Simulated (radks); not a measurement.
# Ionising iron step by step, Fe to Fe⁹⁺

An exercise on one series of results from a longer session: the logs are not shown, and one member is left open.

Program: radks (a radial shooting solver on a logarithmic mesh, Libxc functionals) version 1. Level of theory: scalar-relativistic Kohn-Sham, PBE, spin-polarised, spherical densities, point nucleus; open shells are filled with parallel spins first. These are calculated values, not measurements, unless marked.

## The atom as given

| Property | Result |
| --- | --- |
| element | iron (Z = 26) |
| charges | 0 to 9 |
| first configuration | [Ar] 3d6 4s2 |
| last configuration | [Ne] 3s2 3p5 |

Outer shells as boxes (Hund's rule):

Fe
```
[Ar] core
3d [↑↓][↑ ][↑ ][↑ ][↑ ]
4s [↑↓]
```

Fe⁹⁺
```
[Ne] core
3s [↑↓]
3p [↑↓][↑↓][↑ ]
```

The first run:

Input:

```text
Z 26
configuration [Ar] 3d6 4s2
relativity scalar-relativistic
functional pbe,pbe
spin polarised
nucleus point
c 137.035999084
```

Among the steps run: Fe, [Ar] 3d6 4s2; Fe⁺, [Ar] 3d6 4s1; Fe²⁺, [Ar] 3d6; Fe³⁺, [Ar] 3d5; Fe⁴⁺, [Ar] 3d4; Fe⁵⁺, [Ar] 3d3; Fe⁶⁺, [Ar] 3d2; Fe⁷⁺, [Ar] 3d1; Fe⁸⁺, [Ar]; Fe⁹⁺, [Ne] 3s2 3p5.

One table of the session follows, with a row left open; its other results are not shown here.

```
species  Δ-SCF (eV)  −ε(HOMO) (eV)
     Fe       7.836          4.851
    Fe⁺      16.862         13.070
   Fe²⁺      31.187         23.245
   Fe³⁺      55.059         45.181
   Fe⁴⁺      76.284         65.321
   Fe⁵⁺      99.512         87.587
   Fe⁶⁺      124.54         111.75
   Fe⁷⁺      151.21         137.62
   Fe⁸⁺           ?              ?
```

Estimate the missing values for Fe⁸⁺.

As computed: Δ-SCF (eV): 234.26; −ε(HOMO) (eV): 220.44. In the column «Δ-SCF (eV)» it is the highest.

There the highest level belongs to another shell. Minus the highest eigenvalue gives 62 to 94 % of the Δ-SCF value along the ladder. Open shells are spherical and high-spin; term and fine-structure splittings are not resolved.
